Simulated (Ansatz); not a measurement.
**C₂H₅FTe: a ladder of functionals and wavefunction methods**

The task here is to estimate one member of a computed series from the others.

Method: functionals in def2-TZVPP, the program's frozen cores in correlated methods; program: Ansatz 0.2.0, Gaussian basis.

Levels to be run: LDA (SPW92), PBE-D4, revPBE-D4, BLYP-D4, r2SCAN-D4, B97M-V, PBE0-D4, B3LYP-D4, r2SCANh-D4, r2SCAN0-D4, HSE06-D4, BHLYP-D4, CAM-B3LYP-D4, LC-ωPBE, ωB97X-V, ωB97M-V, B2PLYP, PBE-QIDH; CCSD(T)/def2-SVP; CCSD(T)/def2-TZVPP; MP2/def2-QZVPP; extrapolation to the limit; RPA on PBE.

**Structure used throughout**

All runs share one geometry, relaxed beforehand with PBE0-D4 in a triple-zeta def2 set. Te takes the def2 core potential; no spin-orbit term is included.

SMILES `FCC[TeH]`, 9 atoms, charge 0, spin multiplicity 1.

Atoms are counted from 1 here; the program's logs count them from 0.

Bond lengths: F1–C2 1.388 Å, C2–C3 1.504 Å, C2–H5 1.093 Å, C2–H6 1.094 Å, C3–Te4 2.147 Å, C3–H7 1.091 Å, C3–H8 1.089 Å, Te4–H9 1.658 Å. Angles: F1–C2–C3 109.5°, F1–C2–H5 107.9°, F1–C2–H6 107.6°, C3–C2–H5 111.4°, C3–C2–H6 111.4°, H5–C2–H6 108.9°, C2–C3–Te4 111.5°, C2–C3–H7 111.1°, C2–C3–H8 111.9°, Te4–C3–H7 105.2°, Te4–C3–H8 108.3°, H7–C3–H8 108.6°, C3–Te4–H9 93.3°.

Set-up of the first run:

The input, in.yaml:

```yaml
crystal:
  periodic: [false, false, false]
  atoms:
    - {symbol: F, position_ang: [-1.957609, 0.019562, 0.850927]}
    - {symbol: C, position_ang: [-0.911365, 0.327492, -0.007439]}
    - {symbol: C, position_ang: [0.377686, -0.190505, 0.568035]}
    - {symbol: Te, position_ang: [2.048845, 0.291033, -0.690449]}
    - {symbol: H, position_ang: [-0.884767, 1.413403, -0.129738]}
    - {symbol: H, position_ang: [-1.130592, -0.132607, -0.975142]}
    - {symbol: H, position_ang: [0.596434, 0.280152, 1.527795]}
    - {symbol: H, position_ang: [0.354795, -1.270092, 0.707062]}
    - {symbol: H, position_ang: [1.595174, -0.784839, -1.868150]}
basis:
  gaussian: {orbitals: def2-TZVPP}
hamiltonian: {xc: lda}
output: {orbitals: {seedname: orbitals}}
```

Among the steps run: LDA; PBE-D4 (GGA); revPBE-D4 (GGA); BLYP-D4 (GGA); r2SCAN-D4 (meta-GGA); B97M-V (meta-GGA); PBE0-D4 (hybrid); B3LYP-D4 (hybrid); r2SCANh-D4 (hybrid); r2SCAN0-D4 (hybrid); HSE06-D4 (hybrid); BHLYP-D4 (hybrid); CAM-B3LYP-D4 (range-separated); LC-ωPBE (range-separated); ωB97X-V (range-separated); ωB97M-V (range-separated); B2PLYP (double hybrid); PBE-QIDH (double hybrid).

One of the session's tables, all rows but one given; the rest of the session is left out.

It belongs to the step «Orbital energies across the functionals». 

| functional | HOMO (eV) | gap (eV) |
| --- | --- | --- |
| LDA (SPW92) | -5.55 | 3.66 |
| PBE-D4 | -5.38 | 3.68 |
| revPBE-D4 | -5.33 | 3.70 |
| BLYP-D4 | -5.22 | 3.60 |
| r2SCAN-D4 | ? | ? |
| B97M-V | -5.64 | 4.10 |
| PBE0-D4 | -6.44 | 5.56 |
| B3LYP-D4 | -6.23 | 5.10 |
| r2SCANh-D4 | -6.02 | 4.83 |
| r2SCAN0-D4 | -6.60 | 5.85 |
| HSE06-D4 | -6.05 | 4.79 |
| BHLYP-D4 | -7.35 | 7.29 |
| CAM-B3LYP-D4 | -7.70 | 7.79 |
| LC-ωPBE | -9.01 | 10.26 |
| ωB97X-V | -8.68 | 9.79 |
| ωB97M-V | -8.57 | 9.48 |

Q: Estimate the row for r2SCAN-D4 from the others.

Worked estimate for «HOMO (eV)». Against the share of exact exchange, r2SCANh-D4 (0.1, -6.02), r2SCAN0-D4 (0.25, -6.60) give a slope of -3.87 per unit share; at 0 the line stands at -5.63.

The run gave: HOMO (eV): -5.63; gap (eV): 4.14. In «HOMO (eV)» the line misses by 0.00.
